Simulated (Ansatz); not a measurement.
# C2H10BNOSi: two geometries relaxed

Are the two ends of the shift of H15 from N6 to B5 separate minima, and which lies lower? Each is relaxed from a guess. SMILES of the start: CC(O)([SiH3])BN.

Method: RKS B3LYP/6-31G, in Ansatz 0.2.0.

## Step 1: The structure to begin with

Bond lengths (14 of 15 bonds, heavy atoms first): C1–C2 1.564 Å, C2–O3 1.426 Å, C2–Si4 1.963 Å, C2–B5 1.588 Å, B5–N6 1.529 Å, C1–H7 1.105 Å, C1–H8 1.064 Å, C1–H9 1.147 Å, O3–H10 0.997 Å, Si4–H11 1.431 Å, Si4–H12 1.477 Å, Si4–H13 1.465 Å, B5–H14 1.218 Å, N6–H15 1.028 Å. Angles (14 of 25 angles, heavy atoms first): C1–C2–O3 110.7°, C1–C2–Si4 108.3°, C1–C2–B5 111.7°, O3–C2–Si4 110.7°, O3–C2–B5 107.8°, Si4–C2–B5 107.6°, C2–B5–N6 122.3°, C2–C1–H7 109.5°, C2–C1–H8 109.7°, C2–C1–H9 106.3°, C2–O3–H10 104.2°, C2–Si4–H11 106.5°, C2–Si4–H12 107.2°, C2–Si4–H13 104.9°.

Structure file:

```xyz
16

C    -0.4093   -1.6046    0.6206
C    -0.0573   -0.3088   -0.1818
O    -0.4712   -0.4306   -1.5408
Si    1.8809   -0.0211   -0.0702
B    -0.7697    0.9721    0.4288
N    -1.6936    1.8662   -0.3986
H    -0.1581   -1.4589    1.6865
H     0.0942   -2.4397    0.1940
H    -1.5503   -1.7100    0.5757
H     0.0243   -1.2275   -1.8777
H     2.4982   -1.1920   -0.6138
H     2.2164    0.1386    1.3589
H     2.1244    1.2029   -0.8366
H    -0.6205    1.2579    1.6032
H    -1.1055    2.2725   -1.1368
H    -2.0258    2.6604    0.2331
```

## Step 2: End point A

File input.yaml:

```yaml
crystal:
  periodic: [false, false, false]
  atoms:
    - { symbol: C, position_ang: [-0.4093, -1.6046, 0.6206] }
    - { symbol: C, position_ang: [-0.0573, -0.3088, -0.1818] }
    - { symbol: O, position_ang: [-0.4712, -0.4306, -1.5408] }
    - { symbol: Si, position_ang: [1.8809, -0.0211, -0.0702] }
    - { symbol: B, position_ang: [-0.7697, 0.9721, 0.4288] }
    - { symbol: "N", position_ang: [-1.6936, 1.8662, -0.3986] }
    - { symbol: H, position_ang: [-0.1581, -1.4589, 1.6865] }
    - { symbol: H, position_ang: [0.0942, -2.4397, 0.194] }
    - { symbol: H, position_ang: [-1.5503, -1.71, 0.5757] }
    - { symbol: H, position_ang: [0.0243, -1.2275, -1.8777] }
    - { symbol: H, position_ang: [2.4982, -1.192, -0.6138] }
    - { symbol: H, position_ang: [2.2164, 0.1386, 1.3589] }
    - { symbol: H, position_ang: [2.1244, 1.2029, -0.8366] }
    - { symbol: H, position_ang: [-0.6205, 1.2579, 1.6032] }
    - { symbol: H, position_ang: [-1.1055, 2.2725, -1.1368] }
    - { symbol: H, position_ang: [-2.0258, 2.6604, 0.2331] }
basis:
  gaussian: { orbitals: "6-31G" }
hamiltonian:
  xc: b3lyp
relax:
  f_tol: 0.02
  max_steps: 50
```

Command:

```
ansatz run input.yaml --threads 1 --pin off --max-ram 2048MiB --backend cpu --events-out ev --progress --plain --runs-dir out
```

Standard output (excerpt; [...] marks lines left out):

```text
Warning: RAYON_NUM_THREADS=1 ignored (pool sized by the plan → 1); use --threads N
[...]
Functional definition: B3LYP
[...]
1134 factors; integrals over basis functions are off by at most 1.9e-4 eV
[...]
mean field -14325.01180019 eV, -526.4344738151 hartree, gradient 1.8e-5 eV, S^2 0.000000; 0 other end points of the search recorded, 0 dependent functions left out
[...]
reference -14325.01206383 eV, -526.4344835039 hartree; 28, 28 occupied and 50, 50 virtual orbitals, 1134 factors
relax step   1: F+E_penalty+E_count = -14325.01180019 eV  Δ(F+E_penalty+E_count) = +0.000e0 eV  max|allowed force component| = 3.041e0 eV/Å  Δτ_max = 0.0000 Å  (26 SCF iters, accepted)
[...]
relax step   4: F+E_penalty+E_count = -14326.39614160 eV  Δ(F+E_penalty+E_count) = -2.061e-1 eV  max|allowed force component| = 8.956e-1 eV/Å  Δτ_max = 0.1999 Å  (28 SCF iters, accepted)
[...]
relax step   7: F+E_penalty+E_count = -14326.46494999 eV  Δ(F+E_penalty+E_count) = -1.698e-2 eV  max|allowed force component| = 2.717e-1 eV/Å  Δτ_max = 0.0831 Å  (29 SCF iters, accepted)
[...]
relax step  10: F+E_penalty+E_count = -14326.48008282 eV  Δ(F+E_penalty+E_count) = -6.674e-3 eV  max|allowed force component| = 5.026e-2 eV/Å  Δτ_max = 0.0761 Å  (29 SCF iters, accepted)
[...]
relax step  12: F+E_penalty+E_count = -14326.48141013 eV  Δ(F+E_penalty+E_count) = -4.958e-4 eV  max|allowed force component| = 3.104e-2 eV/Å  Δτ_max = 0.0255 Å  (30 SCF iters, accepted)
[...]
Total energy: -14326.48173836 eV, -526.4884930467 hartree
Atom 0 at    -0.475574    -1.545687     0.621926 Å, force    -0.007802    -0.006355     0.001605 eV/Å
Atom 1 at    -0.049160    -0.237086    -0.068487 Å, force     0.016132    -0.003917    -0.009985 eV/Å
Atom 2 at    -0.425855    -0.281134    -1.512166 Å, force    -0.009802     0.010183     0.001170 eV/Å
Atom 3 at     1.889592     0.015465    -0.012094 Å, force     0.001694     0.001887     0.001003 eV/Å
Atom 4 at    -0.757728     1.039910     0.540310 Å, force    -0.006627     0.013331    -0.003347 eV/Å
Atom 5 at    -1.461046     1.886037    -0.311602 Å, force     0.006315    -0.011986     0.002698 eV/Å
Atom 6 at    -0.268206    -1.510375     1.697201 Å, force     0.001356     0.000622     0.002336 eV/Å
Atom 7 at     0.048615    -2.418866     0.207291 Å, force    -0.000899     0.000979    -0.000729 eV/Å
Atom 8 at    -1.552583    -1.705617     0.487737 Å, force     0.000856    -0.001822     0.001053 eV/Å
Atom 9 at    -0.077181    -1.096197    -1.928317 Å, force     0.006902    -0.005038     0.003581 eV/Å
Atom 10 at     2.508183    -1.103090    -0.814221 Å, force    -0.000648     0.001895     0.001969 eV/Å
Atom 11 at     2.450406    -0.041238     1.384430 Å, force    -0.002550    -0.000241    -0.006162 eV/Å
Atom 12 at     2.281884     1.318393    -0.643352 Å, force    -0.000916    -0.003748     0.002850 eV/Å
Atom 13 at    -0.674966     1.277454     1.710770 Å, force    -0.001416    -0.001359    -0.001789 eV/Å
Atom 14 at    -1.524153     1.652504    -1.296118 Å, force    -0.001644     0.002231     0.005860 eV/Å
Atom 15 at    -1.935129     2.726927    -0.018808 Å, force    -0.000951     0.003339    -0.002111 eV/Å
Dipole moment:    -0.152691    -0.073418    -0.054210 e Å
```

It took 3.4 min on 1 thread of Intel Xeon at 2.50GHz (Skylake/Cascade Lake), shared host; peak memory 0.21 GiB.

Step by step:

```
step  energy from step 1 (eV)  largest force component (eV/Å)
   1                   0.0000                          3.0414
   2                  -0.7776                          2.7938
   3                  -1.1783                          3.0948
   4                  -1.3843                          0.8956
  5x                  -1.3584                          1.0842
   6                  -1.4362                          0.3746
   7                  -1.4531                          0.2717
   8                  -1.4616                          0.2312
  9x                  -1.4582                          0.2777
  10                  -1.4683                          0.0503
  11                  -1.4691                          0.0266
  12                  -1.4696                          0.0310
  13                  -1.4697                          0.0161
```

Step 1 is the start. 2 steps were tried and not accepted (marked x).

After: Bond lengths (14 of 15 bonds, heavy atoms first): C1–C2 1.540 Å, C2–O3 1.493 Å, C2–Si4 1.956 Å, C2–B5 1.582 Å, B5–N6 1.392 Å, C1–H7 1.096 Å, C1–H8 1.100 Å, C1–H9 1.097 Å, O3–H10 0.979 Å, Si4–H11 1.509 Å, Si4–H12 1.506 Å, Si4–H13 1.500 Å, B5–H14 1.197 Å, N6–H15 1.014 Å. Angles (14 of 25 angles, heavy atoms first): C1–C2–O3 109.8°, C1–C2–Si4 111.8°, C1–C2–B5 112.9°, O3–C2–Si4 106.4°, O3–C2–B5 106.4°, Si4–C2–B5 109.2°, C2–B5–N6 118.8°, C2–C1–H7 111.1°, C2–C1–H8 111.9°, C2–C1–H9 109.9°, C2–O3–H10 110.2°, C2–Si4–H11 107.2°, C2–Si4–H12 113.0°, C2–Si4–H13 111.1°.

## Step 3: End point B

The second end starts from a geometry with the move made by hand.

input.yaml, as its differences from that of step 2:

```diff
@@ -17,3 +17,3 @@
     - { symbol: H, position_ang: [-0.6205, 1.2579, 1.6032] }
-    - { symbol: H, position_ang: [-1.1055, 2.2725, -1.1368] }
+    - { symbol: H, position_ang: [-0.25328, 1.03976, -0.61888] }
     - { symbol: H, position_ang: [-2.0258, 2.6604, 0.2331] }
```

Command:

```
ansatz run input.yaml --threads 1 --pin off --max-ram 2048MiB --backend cpu --events-out ev --progress --plain --runs-dir out
```

Standard output (excerpt; [...] marks lines left out):

```text
Warning: RAYON_NUM_THREADS=1 ignored (pool sized by the plan → 1); use --threads N
[...]
Functional definition: B3LYP
[...]
1133 factors; integrals over basis functions are off by at most 1.7e-4 eV
[...]
mean field -14320.43145466 eV, -526.2661492218 hartree, gradient 1.5e-5 eV, S^2 0.000000; 0 other end points of the search recorded, 0 dependent functions left out
[...]
reference -14320.43171449 eV, -526.2661587701 hartree; 28, 28 occupied and 50, 50 virtual orbitals, 1133 factors
relax step   1: F+E_penalty+E_count = -14320.43145466 eV  Δ(F+E_penalty+E_count) = +0.000e0 eV  max|allowed force component| = 4.615e0 eV/Å  Δτ_max = 0.0000 Å  (30 SCF iters, accepted)
[...]
relax step   4: F+E_penalty+E_count = -14322.52196283 eV  Δ(F+E_penalty+E_count) = -7.610e-1 eV  max|allowed force component| = 2.499e0 eV/Å  Δτ_max = 0.1999 Å  (31 SCF iters, accepted)
[...]
relax step   7: F+E_penalty+E_count = -14325.06912244 eV  Δ(F+E_penalty+E_count) = -8.152e-1 eV  max|allowed force component| = 2.819e0 eV/Å  Δτ_max = 0.1945 Å  (31 SCF iters, accepted)
[...]
relax step  10: F+E_penalty+E_count = -14326.33888971 eV  Δ(F+E_penalty+E_count) = -2.679e-1 eV  max|allowed force component| = 1.575e0 eV/Å  Δτ_max = 0.2000 Å  (28 SCF iters, accepted)
[...]
relax step  11: F+E_penalty+E_count = -14326.42089001 eV  Δ(F+E_penalty+E_count) = -8.200e-2 eV  max|allowed force component| = 5.043e-1 eV/Å  Δτ_max = 0.1713 Å  (29 SCF iters, accepted)
[...]
relax step  12: F+E_penalty+E_count = -14326.33675135 eV  Δ(F+E_penalty+E_count) = +8.414e-2 eV  max|allowed force component| = 9.035e-1 eV/Å  Δτ_max = 0.2000 Å  (28 SCF iters, rejected (line search))
[...]
1133 factors; integrals over basis functions are off by at most 1.9e-4 eV
mean field -14326.44615003 eV, -526.4871851997 hartree, gradient 2.0e-5 eV, S^2 0.000000; 0 other end points of the search recorded, 0 dependent functions left out
[...]
reference -14326.44641792 eV, -526.4871950443 hartree; 28, 28 occupied and 50, 50 virtual orbitals, 1133 factors
```

## Step 4: The log goes on: end point B relaxed

The log, continued:

```text
relax step  13: F+E_penalty+E_count = -14326.44615003 eV  Δ(F+E_penalty+E_count) = -2.526e-2 eV  max|allowed force component| = 3.927e-1 eV/Å  Δτ_max = 0.1000 Å  (28 SCF iters, accepted)
these checks for a lower state are left out or cut short: starts, cluster_reference, orbital_swaps, neighbouring_geometries, increment
1133 factors; integrals over basis functions are off by at most 1.9e-4 eV
mean field -14326.46561295 eV, -526.4879004488 hartree, gradient 2.3e-5 eV, S^2 0.000000; 0 other end points of the search recorded, 0 dependent functions left out
the calculation of the forces begins
reference -14326.46588072 eV, -526.4879102891 hartree; 28, 28 occupied and 50, 50 virtual orbitals, 1133 factors
relax step  14: F+E_penalty+E_count = -14326.46561295 eV  Δ(F+E_penalty+E_count) = -1.946e-2 eV  max|allowed force component| = 1.531e-1 eV/Å  Δτ_max = 0.0979 Å  (29 SCF iters, accepted)
these checks for a lower state are left out or cut short: starts, cluster_reference, orbital_swaps, neighbouring_geometries, increment
1133 factors; integrals over basis functions are off by at most 1.9e-4 eV
mean field -14326.47498984 eV, -526.4882450430 hartree, gradient 2.1e-5 eV, S^2 0.000000; 0 other end points of the search recorded, 0 dependent functions left out
the calculation of the forces begins
reference -14326.47525882 eV, -526.4882549281 hartree; 28, 28 occupied and 50, 50 virtual orbitals, 1133 factors
relax step  15: F+E_penalty+E_count = -14326.47498984 eV  Δ(F+E_penalty+E_count) = -9.377e-3 eV  max|allowed force component| = 1.188e-1 eV/Å  Δτ_max = 0.1500 Å  (28 SCF iters, accepted)
these checks for a lower state are left out or cut short: starts, cluster_reference, orbital_swaps, neighbouring_geometries, increment
1133 factors; integrals over basis functions are off by at most 1.9e-4 eV
mean field -14326.47881273 eV, -526.4883855315 hartree, gradient 2.3e-5 eV, S^2 0.000000; 0 other end points of the search recorded, 0 dependent functions left out
the calculation of the forces begins
reference -14326.47908247 eV, -526.4883954444 hartree; 28, 28 occupied and 50, 50 virtual orbitals, 1133 factors
relax step  16: F+E_penalty+E_count = -14326.47881273 eV  Δ(F+E_penalty+E_count) = -3.823e-3 eV  max|allowed force component| = 6.098e-2 eV/Å  Δτ_max = 0.0884 Å  (29 SCF iters, accepted)
these checks for a lower state are left out or cut short: starts, cluster_reference, orbital_swaps, neighbouring_geometries, increment
1133 factors; integrals over basis functions are off by at most 1.9e-4 eV
mean field evaluation 128: about -14326.4803 eV, gradient 5.1e-5 eV
mean field -14326.48031128 eV, -526.4884406025 hartree, gradient 2.3e-5 eV, S^2 0.000000; 0 other end points of the search recorded, 0 dependent functions left out
the calculation of the forces begins
reference -14326.48058088 eV, -526.4884505100 hartree; 28, 28 occupied and 50, 50 virtual orbitals, 1133 factors
relax step  17: F+E_penalty+E_count = -14326.48031128 eV  Δ(F+E_penalty+E_count) = -1.499e-3 eV  max|allowed force component| = 1.288e-1 eV/Å  Δτ_max = 0.0576 Å  (29 SCF iters, accepted)
these checks for a lower state are left out or cut short: starts, cluster_reference, orbital_swaps, neighbouring_geometries, increment
1133 factors; integrals over basis functions are off by at most 1.9e-4 eV
mean field -14326.48123801 eV, -526.4884746591 hartree, gradient 2.3e-5 eV, S^2 0.000000; 0 other end points of the search recorded, 0 dependent functions left out
the calculation of the forces begins
reference -14326.48150747 eV, -526.4884845616 hartree; 28, 28 occupied and 50, 50 virtual orbitals, 1133 factors
relax step  18: F+E_penalty+E_count = -14326.48123801 eV  Δ(F+E_penalty+E_count) = -9.267e-4 eV  max|allowed force component| = 3.457e-2 eV/Å  Δτ_max = 0.0160 Å  (23 SCF iters, accepted)
these checks for a lower state are left out or cut short: starts, cluster_reference, orbital_swaps, neighbouring_geometries, increment
1133 factors; integrals over basis functions are off by at most 1.9e-4 eV
mean field -14326.48073767 eV, -526.4884562720 hartree, gradient 1.1e-5 eV, S^2 0.000000; 0 other end points of the search recorded, 0 dependent functions left out
the calculation of the forces begins
reference -14326.48100718 eV, -526.4884661763 hartree; 28, 28 occupied and 50, 50 virtual orbitals, 1133 factors
relax step  19: F+E_penalty+E_count = -14326.48073767 eV  Δ(F+E_penalty+E_count) = +5.003e-4 eV  max|allowed force component| = 1.495e-1 eV/Å  Δτ_max = 0.0197 Å  (24 SCF iters, rejected (line search))
these checks for a lower state are left out or cut short: starts, cluster_reference, orbital_swaps, neighbouring_geometries, increment
1133 factors; integrals over basis functions are off by at most 1.9e-4 eV
mean field -14326.48142933 eV, -526.4884816901 hartree, gradient 1.1e-5 eV, S^2 0.000000; 0 other end points of the search recorded, 0 dependent functions left out
the calculation of the forces begins
reference -14326.48169875 eV, -526.4884915909 hartree; 28, 28 occupied and 50, 50 virtual orbitals, 1133 factors
relax step  20: F+E_penalty+E_count = -14326.48142933 eV  Δ(F+E_penalty+E_count) = -1.913e-4 eV  max|allowed force component| = 1.611e-2 eV/Å  Δτ_max = 0.0081 Å  (24 SCF iters, accepted)
1133 factors; integrals over basis functions are off by at most 1.9e-4 eV
mean field evaluation 160: about -14326.4814 eV, gradient 4.6e-2 eV
mean field -14326.48142933 eV, -526.4884816901 hartree, gradient 1.1e-5 eV, S^2 0.000000; 1 other end points of the search recorded, 0 dependent functions left out
the calculation of the forces begins
reference -14326.48169875 eV, -526.4884915909 hartree; 28, 28 occupied and 50, 50 virtual orbitals, 1133 factors
Total energy: -14326.48169875 eV, -526.4884915909 hartree
Atom 0 at    -0.439206    -1.615704     0.665045 Å, force    -0.006317    -0.005535     0.002162 eV/Å
Atom 1 at     0.000544    -0.316171    -0.034267 Å, force     0.016108     0.001967     0.000541 eV/Å
Atom 2 at    -0.370320    -0.369042    -1.478657 Å, force    -0.003053     0.001699    -0.007965 eV/Å
Atom 3 at     1.941375    -0.077595     0.029628 Å, force    -0.005435    -0.000683    -0.000865 eV/Å
Atom 4 at    -0.698621     0.972946     0.560048 Å, force    -0.000817     0.003969     0.004939 eV/Å
Atom 5 at    -1.386423     1.820899    -0.302346 Å, force    -0.011552     0.012386     0.002733 eV/Å
Atom 6 at    -0.235508    -1.573652     1.740868 Å, force     0.000633     0.001289    -0.000934 eV/Å
Atom 7 at     0.079433    -2.496294     0.259070 Å, force    -0.001038     0.002063     0.000488 eV/Å
Atom 8 at    -1.516917    -1.768311     0.527896 Å, force     0.001723    -0.000034     0.000863 eV/Å
Atom 9 at    -0.019360    -1.186905    -1.887718 Å, force     0.000807     0.000400     0.001351 eV/Å
Atom 10 at     2.554684    -1.198319    -0.773551 Å, force    -0.000808     0.000928     0.003099 eV/Å
Atom 11 at     2.496561    -0.142289     1.427926 Å, force    -0.001392     0.001751    -0.005308 eV/Å
Atom 12 at     2.344400     1.224041    -0.597269 Å, force     0.002132    -0.002466     0.002280 eV/Å
Atom 13 at    -0.621047     1.219088     1.729261 Å, force    -0.000611    -0.003712    -0.004526 eV/Å
Atom 14 at    -1.447577     1.582622    -1.285739 Å, force     0.003480    -0.005763     0.004608 eV/Å
Atom 15 at    -1.852699     2.669347    -0.017777 Å, force     0.006137    -0.008258    -0.003467 eV/Å
Dipole moment:    -0.148961    -0.069960    -0.054909 e Å
```

Wall time 5 min (1 thread of Intel Xeon at 2.50GHz (Skylake/Cascade Lake), shared host); peak memory 0.21 GiB.

The steps of the relaxation:

```
step  energy from step 1 (eV)  largest force component (eV/Å)
   1                   0.0000                          4.6147
   2                  -0.9508                          2.1894
   3                  -1.3295                          1.9156
   4                  -2.0905                          2.4993
   5                  -2.7467                          3.3451
   6                  -3.8225                          3.0608
   7                  -4.6377                          2.8186
   8                  -5.2379                          1.8434
   9                  -5.6396                          2.4103
  10                  -5.9074                          1.5750
  11                  -5.9894                          0.5043
 12x                  -5.9053                          0.9035
  13                  -6.0147                          0.3927
  14                  -6.0342                          0.1531
  15                  -6.0435                          0.1188
  16                  -6.0474                          0.0610
  17                  -6.0489                          0.1288
  18                  -6.0498                          0.0346
 19x                  -6.0493                          0.1495
  20                  -6.0500                          0.0161
```

Step 1 is the start. 2 steps were tried and not accepted (marked x).

After: Bond lengths (14 of 15 bonds, heavy atoms first): C1–C2 1.540 Å, C2–O3 1.492 Å, C2–Si4 1.956 Å, C2–B5 1.582 Å, B5–N6 1.391 Å, C1–H7 1.096 Å, C1–H8 1.100 Å, C1–H9 1.097 Å, O3–H10 0.979 Å, Si4–H11 1.509 Å, Si4–H12 1.506 Å, Si4–H13 1.500 Å, B5–H14 1.197 Å, N6–H15 1.014 Å. Angles (14 of 25 angles, heavy atoms first): C1–C2–O3 109.8°, C1–C2–Si4 111.8°, C1–C2–B5 113.0°, O3–C2–Si4 106.4°, O3–C2–B5 106.4°, Si4–C2–B5 109.1°, C2–B5–N6 118.8°, C2–C1–H7 111.1°, C2–C1–H8 111.9°, C2–C1–H9 109.9°, C2–O3–H10 110.2°, C2–Si4–H11 107.2°, C2–Si4–H12 113.0°, C2–Si4–H13 111.0°.

Pairs that crossed the distance rule for bonds on the way: came closer N6–H15; moved apart B5–H15.

## Step 5: What came out

| quantity | value |
| --- | --- |
| end A | 10 moves, 1.470 eV lower |
| end B | 17 moves, 6.050 eV lower |
| largest difference between the ends | 0.02 Å |
| end B relative to end A | +0.000 eV |

**Reading.** The two relaxations end at one structure, within 0.02 Å: no second minimum was found from this start, which doesn't rule one out. The basis is very small, so the numbers are rough.
